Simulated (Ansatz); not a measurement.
# CH4SSe: the cost of one run

Program: Ansatz 0.2.0. Level of theory: RHF/def2-SVP. These are calculated values, not measurements.

## Step 1: Starting point

Bond lengths: S1–C2 1.778 Å, C2–Se3 1.926 Å, S1–H4 1.448 Å, C2–H5 1.093 Å, C2–H6 1.128 Å, Se3–H7 1.519 Å. Angles: S1–C2–Se3 107.6°, S1–C2–H5 109.2°, S1–C2–H6 111.4°, Se3–C2–H5 109.2°, Se3–C2–H6 110.1°, H5–C2–H6 109.3°, C2–S1–H4 91.6°, C2–Se3–H7 93.3°.

Coordinates:

```xyz
7

S    -1.5551   -0.3470   -0.1322
C    -0.0506    0.1721    0.6604
Se    1.3635   -0.9752    0.0337
H    -1.0959    0.1403   -1.4156
H    -0.1551    0.0560    1.7418
H     0.1904    1.2487    0.4232
H     1.3641   -0.3630   -1.3570
```

## Step 2: Relaxing end A

input.yaml reads:

```yaml
crystal:
  periodic: [false, false, false]
  atoms:
    - { symbol: S, position_ang: [-1.5551, -0.347, -0.1322] }
    - { symbol: C, position_ang: [-0.0506, 0.1721, 0.6604] }
    - { symbol: Se, position_ang: [1.3635, -0.9752, 0.0337] }
    - { symbol: H, position_ang: [-1.0959, 0.1403, -1.4156] }
    - { symbol: H, position_ang: [-0.1551, 0.056, 1.7418] }
    - { symbol: H, position_ang: [0.1904, 1.2487, 0.4232] }
    - { symbol: H, position_ang: [1.3641, -0.363, -1.357] }
basis:
  gaussian: { orbitals: def2-SVP }
hamiltonian:
  xc: hf
relax:
  f_tol: 0.015
  max_steps: 40
```

The run is started by

```sh
> ansatz run input.yaml --threads 1 --pin off --max-ram 2048MiB --backend cpu --events-out ev --progress --plain --runs-dir out
```

What time and memory should one allow on 1 thread of Arm Neoverse V1, shared host?

About 15 s, with a peak of 0.16 GiB.
